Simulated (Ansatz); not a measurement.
# AlGa2H (quintet): the correlation ladder, cc-pVTZ

Aim: climb from Hartree-Fock through coupled cluster and multireference methods for AlGa2H (quintet) at one geometry and basis, and see what each rung misses.

Program: Ansatz 0.2.0, Gaussian basis. Level of theory: cc-pVTZ, core rule «outside noble gas», up to 33 orbitals frozen. These are calculated values, not measurements.

To be run: UHF; CCSD(T) on ROHF; CCSD(T) on UHF; BCCD(T) on ROHF; CCSDT(Q) on ROHF; CCSDT(Q) on UHF; CASSCF and NEVPT2, 10 electrons in 13 orbitals.

4 further runs of the same task are left out: 4 set aside as unsound or not needed. Runs told in other sessions of the task aren't counted.

**1. What is computed**

The geometry is a PBE0/def2-TZVP stationary point (not a proven minimum) of the parent state, kept for this charge and spin. No spin-orbit coupling is included. The filled d shell of Ga may be among the frozen orbitals whatever the setting's name suggests.

4 atoms, charge 0, spin multiplicity 5.

Atoms are counted from 1 here; the program's logs count them from 0.

Bond lengths: Ga1–Al2 2.555 Å, Al2–Ga3 2.555 Å, Al2–H4 1.846 Å. Angles: Ga1–Al2–Ga3 72.4°, Ga1–Al2–H4 52.9°, Ga3–Al2–H4 52.9°.

**2. UHF**

The input, in.yaml:

```yaml
crystal:
  periodic: [false, false, false]
  atoms:
    - {symbol: Ga, position_ang: [-0.004403, 0.336351, 1.508986]}
    - {symbol: Al, position_ang: [-0.022649, -1.725034, 0.000000]}
    - {symbol: Ga, position_ang: [-0.004403, 0.336351, -1.508986]}
    - {symbol: H, position_ang: [1.215461, -0.355847, 0.000000]}
basis:
  gaussian: {orbitals: cc-pVTZ}
magnetization: {spin_polarized: true, initial_magnetization: 4}
hamiltonian: {xc: hf}
output: {orbitals: {seedname: orbitals}}
```

On the command line:

```sh
$ ansatz run in.yaml --threads 1 --pin off --events-out ev --progress --plain --max-ram 4096MiB --backend cpu
```

Further steps of the session: CCSD(T) on ROHF; CCSD(T) on UHF; BCCD(T) on ROHF; CCSDT(Q) on ROHF; CCSDT(Q) on UHF; CASSCF and NEVPT2, 10 electrons in 13 orbitals.

Q: Predict the results of all the runs planned. Wanted: UCCSDT(Q) from the RHF energy; RMP2 from UCCSDT(Q); UMP2 from UCCSDT(Q); RCCSD from UCCSDT(Q); RCCSD(T) from UCCSDT(Q); UCCSD(T) from UCCSDT(Q); RCCSDT(Q) from UCCSDT(Q); NEVPT2 valence from UCCSDT(Q); T1 diagnostic.

**Answer**, as computed:

```
                         quantity                      value
    UCCSDT(Q) from the ROHF energy                 -5.7568 eV
              RMP2 from UCCSDT(Q)              +113.9 kJ/mol
              UMP2 from UCCSDT(Q)              +121.4 kJ/mol
             RCCSD from UCCSDT(Q)               +39.3 kJ/mol
          RCCSD(T) from UCCSDT(Q)                +8.7 kJ/mol
          UCCSD(T) from UCCSDT(Q)                +7.6 kJ/mol
         RCCSDT(Q) from UCCSDT(Q)                +1.6 kJ/mol
    NEVPT2 valence from UCCSDT(Q)               +78.8 kJ/mol
levels within 1 kcal/mol (43 meV)  RCCSDT, UCCSDT, RCCSDT(Q)
                    T1 diagnostic                      0.035
   effectively unpaired electrons                       4.07
```

In words: RCCSD(T) lands +8.7 kJ/mol from the yardstick (1.6 % of the correlation energy). One determinant dominates. These misses are within one basis, not against nature; the frozen cores of restricted and unrestricted runs differ, which can shift their rows.
